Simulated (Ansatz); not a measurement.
# CH₂F₄Sn: small, medium and large basis sets

The task here is to estimate one member of a computed series from the others.

Method: one geometry, several basis sets; program: Ansatz 0.2.0, Gaussian basis.

Plan: PBE0-D4/def2-SVP; ωB97M-V/def2-SVP; PBE0-D4/def2-QZVPP; ωB97M-V/def2-QZVPP; the functionals' def2-TZVPP values are taken from earlier runs.

### The geometry

The geometry comes from an earlier relaxation with PBE0-D4 in a triple-zeta def2 set; it is a stationary point, not always the lowest conformer. Sn takes the def2 core potential; no spin-orbit term is included.

SMILES `[F][SnH2][C](F)(F)F`, 8 atoms, charge 0, spin multiplicity 1.

Atoms are counted from 1 here; the program's logs count them from 0.

Bond lengths: F1–Sn2 1.917 Å, Sn2–C3 2.202 Å, Sn2–H7 1.697 Å, Sn2–H8 1.697 Å, C3–F4 1.339 Å, C3–F5 1.347 Å, C3–F6 1.338 Å. Angles: F1–Sn2–C3 103.3°, F1–Sn2–H7 106.2°, F1–Sn2–H8 106.2°, C3–Sn2–H7 111.1°, C3–Sn2–H8 111.1°, H7–Sn2–H8 117.6°, Sn2–C3–F4 112.4°, Sn2–C3–F5 110.2°, Sn2–C3–F6 112.4°, F4–C3–F5 107.1°, F4–C3–F6 107.4°, F5–C3–F6 107.1°.

The first run:

Input file in.yaml:

```yaml
crystal:
  periodic: [false, false, false]
  atoms:
    - {symbol: F, position_ang: [-1.567699, -1.712969, 0.359121]}
    - {symbol: Sn, position_ang: [0.222223, -1.052895, 0.167370]}
    - {symbol: C, position_ang: [-0.067927, 1.099479, -0.197549]}
    - {symbol: F, position_ang: [-0.773693, 1.337453, -1.309733]}
    - {symbol: F, position_ang: [1.123404, 1.711302, -0.346270]}
    - {symbol: F, position_ang: [-0.698796, 1.707668, 0.814167]}
    - {symbol: H, position_ang: [0.866551, -1.824019, -1.199689]}
    - {symbol: H, position_ang: [0.988138, -1.323219, 1.656984]}
basis:
  gaussian: {orbitals: def2-SVP}
hamiltonian: {xc: pbe0, dispersion: d4}
output: {orbitals: {seedname: orbitals}}
```

Command:

```bash
$ ansatz run in.yaml --threads 2 --pin off --events-out ev --progress --plain --max-ram 22528MiB --backend cpu
```

Among the steps run: PBE0-D4 in def2-SVP; ωB97M-V in def2-SVP; PBE0-D4 in def2-QZVPP; ωB97M-V in def2-QZVPP.

One table of the session follows, with a row left open; its other results are not shown here.

It belongs to the step «Functionals by basis». 

| functional | basis | HOMO (eV) |
| --- | --- | --- |
| PBE0-D4 | def2-SVP | -8.99 |
| PBE0-D4 | def2-TZVPP | -9.15 |
| PBE0-D4 | def2-QZVPP | -9.18 |
| ωB97M-V | def2-SVP | -11.19 |
| ωB97M-V | def2-TZVPP | -11.37 |
| ωB97M-V | def2-QZVPP | ? |

Estimate the missing values for ωB97M-V, def2-QZVPP.

**Answer.** HOMO (eV): -11.41. In the column «HOMO (eV)» it is the lowest.
